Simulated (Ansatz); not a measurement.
# MnO2 (P-3m1): frozen displacement of one atom in Python

A script is to give a frozen displacement of one atom; the system is MnO2 (P-3m1).

Computed with the Python package of Ansatz 0.2.0. Level of theory: DFT r2SCAN, plane waves, PAW.

### Step 1. The structure

Symmetry: P-3m1, No. 164, trigonal system. The conventional cell has a = 2.857 Å, b = 2.857 Å, c = 4.601 Å, α = 90.00°, β = 90.00°, γ = 120.00°. Mn (site symmetry -3m) has 6 O at 1.90 Å in its first shell of neighbours. O (site symmetry 3m) is surrounded by 3 Mn at 1.90 Å.

The script holds or builds the structure itself.

### Step 2. The code

File mno2.py:

```python
"""Energy and force of MnO2 as one atom is pushed off its site."""

import warnings

import ansatz
import numpy as np

KMESH = (9, 9, 5)
ECUT = 630
N_EMPTY = 16
MIXING_BETA = 0.1
FILLING = "cold"
SMEARING_WIDTH = 0.05


def main() -> None:
    warnings.simplefilter("ignore", ansatz.DeckWarning)

    lattice = ansatz.Lattice.of(
        (2.85657818, 0.0, 0.0),
        (-1.42828909, 2.47386927, 0.0),
        (0.0, 0.0, 4.60137406),
    )
    sites = [
        ("Mn", (0.0, 0.0, 0.5)),
        ("O", (2 / 3, 1 / 3, 0.29370743)),
        ("O", (1 / 3, 2 / 3, 0.70629257)),
    ]
    xtal = ansatz.Crystal(lattice=lattice)
    for symbol, position in sites:
        xtal = xtal.atom(symbol, position)
    xtal = xtal.moments(Mn=5.2)

    inverse = np.linalg.inv(np.array(xtal.lattice.vectors))
    home = np.array(xtal.sites[0].position)
    values = np.linspace(-0.2, 0.2, 5)
    energies, pulls = [], []
    for shift in values:
        moved = xtal.move(0, to=home + shift * inverse[0])
        base = (
            moved.calculation()
            .kpoints(*KMESH, center="gamma")
            .spin(ansatz.SpinTreatment.COLLINEAR)
            .functional(ansatz.Functional.R2SCAN)
            .accuracy("low")
            .basis(ECUT)
            .pseudopotentials("paw")
            .scf(extra_bands=N_EMPTY)
            .mixing("msr1", beta=MIXING_BETA)
            .occupations(FILLING, width=SMEARING_WIDTH)
            .forces()
        )
        report = base.run(threads=1, pin="off").report
        energies.append(report["free_energy_ev"])
        pulls.append(report["forces_ev_ang"][0][0])

    # the force is minus the slope of the free energy
    print("shift (A)   dE (eV)   force along x (eV/A)")
    for shift, e, f in zip(values, energies, pulls):
        print(f"{shift:8.3f} {e - energies[2]:10.5f} {f:12.4f}")
    print(f"stiffness from energies {2 * np.polyfit(values, energies, 2)[0]:.3f}, from forces {-np.polyfit(values, pulls, 1)[0]:.3f} eV/A^2")


if __name__ == "__main__":
    main()
```

### Step 3. What the engine is handed

The engine receives this input (first run):

```yaml
crystal:
  lattice:
    - [2.85657818, 0.0, 0.0]
    - [-1.42828909, 2.47386927, 0.0]
    - [0.0, 0.0, 4.60137406]
  atoms:
    - { symbol: Mn, position: [-0.07001383732476736, 0.0, 0.5] }
    - { symbol: O, position: [0.6666666666666666, 0.3333333333333333, 0.29370743] }
    - { symbol: O, position: [0.3333333333333333, 0.6666666666666666, 0.70629257] }
accuracy: low
basis:
  ecutwfc: 630.0
kpoints:
  mp_grid:
    grid: [9, 9, 5]
    shift: [0.0, 0.0, 0.0]
hamiltonian:
  xc: r2scan
  pseudopotentials:
    kind: paw
magnetization:
  spin_polarized: true
  per_species:
    Mn: 5.2
scf:
  n_extra_bands: 16
  mixing:
    algorithm: msr1
    beta: 0.1
  occupations:
    method: cold
    width: 0.05
output:
  forces: true
```

### Step 4. Launch

Launch:

```sh
$ python mno2.py
```

**Question.** How stiff is this displacement, and do energies and forces agree?

The runs gave:

```
                                    quantity            value
                               runs compared                5
                             range of energy  101.16 meV/atom
lowest point, shift of atom 1 from run 1 (Å)            0.200
```

In words: The curvature of the energy gives 15.266 eV/Å² and the slope of the force 15.722 eV/Å², a positive curvature. Notes:
- With one magnetic atom the cell can hold only ferromagnetic order.
- Without a Hubbard U or exact exchange, semilocal functionals often make such 3d compounds metallic or too weakly gapped.
- This cell is a computed structure, which may not be the phase found in nature.
- All periodic images of the atom move with it, so the curvature is one diagonal element of the zone-centre force constants and no normal mode; a positive value doesn't exclude soft modes in which several atoms move.
